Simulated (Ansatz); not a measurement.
# C4H13NSi: the cost of one run

Method: RKS B3LYP-D4/6-31G, in Ansatz 0.2.0.

### Step 1. The system as given

Bond lengths (14 of 18 bonds, heavy atoms first): Si1–N3 1.820 Å, N3–C4 1.470 Å, N3–C8 1.470 Å, Si1–C12 1.869 Å, Si1–C16 1.869 Å, Si1–H2 1.460 Å, C4–H5 1.110 Å, C4–H6 1.110 Å, C4–H7 1.110 Å, C8–H9 1.110 Å, C8–H10 1.110 Å, C8–H11 1.110 Å, C12–H13 1.110 Å, C12–H14 1.110 Å. Angles (14 of 33 angles, heavy atoms first): N3–Si1–C12 109.5°, N3–Si1–C16 109.5°, C12–Si1–C16 109.5°, Si1–N3–C4 120.0°, Si1–N3–C8 120.0°, C4–N3–C8 120.0°, H2–Si1–N3 109.5°, H2–Si1–C12 109.5°, H2–Si1–C16 109.5°, N3–C4–H5 109.5°, N3–C4–H6 109.5°, N3–C4–H7 109.5°, N3–C8–H9 109.5°, N3–C8–H10 109.5°.

Its coordinates follow in the input file.

### Step 2. Preparing the start

Contents of input.yaml:

```yaml
crystal:
  periodic: [false, false, false]
  atoms:
    - { symbol: Si, position_ang: [0.0, 0.0, 0.0] }
    - { symbol: H, position_ang: [0.0, 0.0, 1.46] }
    - { symbol: "N", position_ang: [1.7163, 0.0, -0.6061] }
    - { symbol: C, position_ang: [2.4072, -1.273, -0.8567] }
    - { symbol: H, position_ang: [1.7433, -1.947, -1.4373] }
    - { symbol: H, position_ang: [3.3364, -1.083, -1.4334] }
    - { symbol: H, position_ang: [2.6645, -1.7518, 0.1112] }
    - { symbol: C, position_ang: [2.4114, 1.273, -0.8449] }
    - { symbol: H, position_ang: [3.0382, 1.1875, -1.757] }
    - { symbol: H, position_ang: [1.6647, 2.0824, -0.9844] }
    - { symbol: H, position_ang: [3.0569, 1.5118, 0.0259] }
    - { symbol: C, position_ang: [-0.8808, 1.5259, -0.6227] }
    - { symbol: H, position_ang: [-1.9334, 1.2723, -0.8671] }
    - { symbol: H, position_ang: [-0.8624, 2.3106, 0.1622] }
    - { symbol: H, position_ang: [-0.3704, 1.9025, -1.5336] }
    - { symbol: C, position_ang: [-0.8808, -1.5259, -0.6227] }
    - { symbol: H, position_ang: [-1.3804, -2.0377, 0.2261] }
    - { symbol: H, position_ang: [-1.6409, -1.2332, -1.3768] }
    - { symbol: H, position_ang: [-0.1449, -2.2146, -1.0879] }
basis:
  gaussian: { orbitals: "6-31G" }
hamiltonian:
  xc: b3lyp
  dispersion: d4
relax:
  f_tol: 0.02
  max_steps: 40
output:
  orbitals: {}
```

Run with:

```console
> ansatz run input.yaml --threads 2 --pin off --max-ram 3072MiB --backend cpu --events-out ev --progress --plain --runs-dir out
```

**Question.** How long does this run take on 2 threads of AMD EPYC (Zen 3), shared host, and how much memory does it need?

About 83 s, with a peak of 0.24 GiB.
